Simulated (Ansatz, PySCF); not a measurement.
TaOF3 in two programs

TaOF3 (singlet), relaxed with PySCF 2.14.0, RKS r2SCAN, Ta def2-SVP with ECP60, O def2-SVP, F def2-SVP; non-relativistic Hamiltonian with scalar-relativistic core potentials where named; density fitting; no spin-orbit coupling:

```xyz
5

Ta   -0.0845    0.0000   -0.0344
O     1.3145    0.0000   -1.0321
F     0.0246    1.5541    1.0122
F    -1.5594    0.0000   -1.1968
F     0.0246   -1.5541    1.0122
```

There the HOMO–LUMO gap is 6.57 eV. 

The same geometry by Ansatz 0.2.0 (PBE, PAW, a periodic box with 9 Å of vacuum):

| spin-orbit coupling | gap (eV) | largest force component (eV/Å) |
| --- | --- | --- |
| without | 6.02 | 0.11 |

(1) What does the run with spin-orbit coupling give?

The spin-orbit runs use fully relativistic datasets of their own, so changes of a few hundredths of an eV needn't come from the coupling.

No frequency check is given that shows the relaxed geometry to be a minimum.

The two programs differ in functional, so their gaps don't test each other.

## Answers

(1) gap (eV): 5.85, largest force component (eV/Å): 0.13. It took 13 s on 2 threads of Arm Neoverse V2, on a shared host, peak memory 1.9 GiB.
